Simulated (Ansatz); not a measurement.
The system is Ta3AsAu2O13.

```
Ta As Au O
1.0
     5.72386    0.00000    0.00000
     1.29464    6.25668    0.00000
     0.26816    1.30982    8.36637
Ta As Au O
3 1 2 13
Direct
  0.21713 0.30521 0.58431
  0.03325 0.11123 0.99855
  0.58248 0.62145 0.50482
  0.58707 0.89691 0.83049
  0.58004 0.09228 0.18613
  0.04485 0.82077 0.44682
  0.66201 0.69726 0.71088
  0.51632 0.13418 0.69625
  0.85098 0.88773 0.91932
  0.34466 0.87003 0.94651
  0.73015 0.29240 0.03095
  0.24622 0.21809 0.11075
  0.12900 0.09398 0.49104
  0.48032 0.38887 0.43499
  0.05966 0.26685 0.78594
  0.93330 0.53240 0.45645
  0.49975 0.85161 0.34971
  0.25256 0.62988 0.62473
  0.91878 0.95175 0.22636
```

The cell was built by a generator and needn't be a form met in nature.

Base run:

| Quantity | Value |
| --- | --- |
| Program | Ansatz 0.2.0 |
| Functional | PBE |
| Potentials or basis | Ansatz PAW |
| Cutoff | 420 eV (not typed: the program's choice for these potentials) |
| k mesh | 5 × 5 × 4 |
| Occupations | fermi-dirac, width 0.05 eV |
| Spin | no spin polarisation |
| Hubbard terms | Au d U = 8 eV, Ta d U = 8 eV |

Its results: band gap on the k mesh 1.41 eV, direct; pressure 3.2 GPa; largest force 0.508 eV/Å.

The run is repeated on the same cell with these changes: hubbard terms from Au d U = 8 eV, Ta d U = 8 eV to Au d U = 4 eV, Ta d U = 4 eV. What comes out?

Band gap on the k mesh 1.46 eV, direct; pressure 1.4 GPa; largest force 0.228 eV/Å.

Caveats: odd divisions of the mesh miss points on the zone boundary, where band edges often lie, so the gap on the mesh can be too wide; spin-orbit coupling is left out, which moves the levels of the heavy elements; the density of states is complete only up to the lowest level of the last band computed.

A k mesh can miss the band edges.
